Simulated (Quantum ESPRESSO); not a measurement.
## Al2Cl: zone-centre phonons under several settings

```
Al Cl
1.0
     3.78917    0.00000    0.00000
     0.00000    3.78917    0.00000
     0.00000    0.00000    4.76684
Al Cl
2 1
Direct
  0.50000 0.00000 0.34803
  0.00000 0.50000 0.34803
  0.00000 0.00000 0.38485
```

The cell was built by a generator and needn't be a form met in nature.

All runs used Quantum ESPRESSO 7.5; potentials PseudoDojo 0.4.1 SR PBE standard; k mesh 6 × 6 × 4, shifted; relaxed cell; no spin polarisation; cutoff 789 eV; occupations fermi-dirac, width 0.05 eV.

```csv
level,volume (Å³/atom),pressure (GPa),lowest optical mode without the field (cm⁻¹),highest optical mode without the field (cm⁻¹)
BLYP,27.44,0.0,114i,271
AM05,?,0.0,?,?
RPBE,27.49,0.1,113i,322
vdW-DF-cx,23.78,0.5,75i,152
```

Problem. What stands in the row left open?

Solution. Volume 23.64 Å³/atom; lowest optical mode without the field 146i cm⁻¹; highest optical mode without the field 346 cm⁻¹.

Values marked i are imaginary: the cell is unstable against those modes at that level, or the meshes are too thin.

Caveats: the mesh is thin for the phonons of a metal; the potentials were made for another functional, which shifts forces and pressure; some modes are imaginary; an odd number of electrons without spin polarisation forces a metal; a magnetic or distorted state may lie lower; the layers were relaxed without a dispersion term, so their spacing and the soft interlayer modes are unreliable (some runs); the volume moved by over 15 % at a fixed basis, so the end points are rough (some runs).

For the row left open. Caveat: the k mesh is coarse; the mesh is thin for the phonons of a metal; the potentials were made for another functional, which shifts forces and pressure; some modes are imaginary; the layers were relaxed without a dispersion term, so their spacing and the soft interlayer modes are unreliable; this functional lacks dispersion, which binds the layers, so the pressure and a relaxed spacing across them are unreliable; an odd number of electrons without spin polarisation forces a metal; a magnetic or distorted state may lie lower.
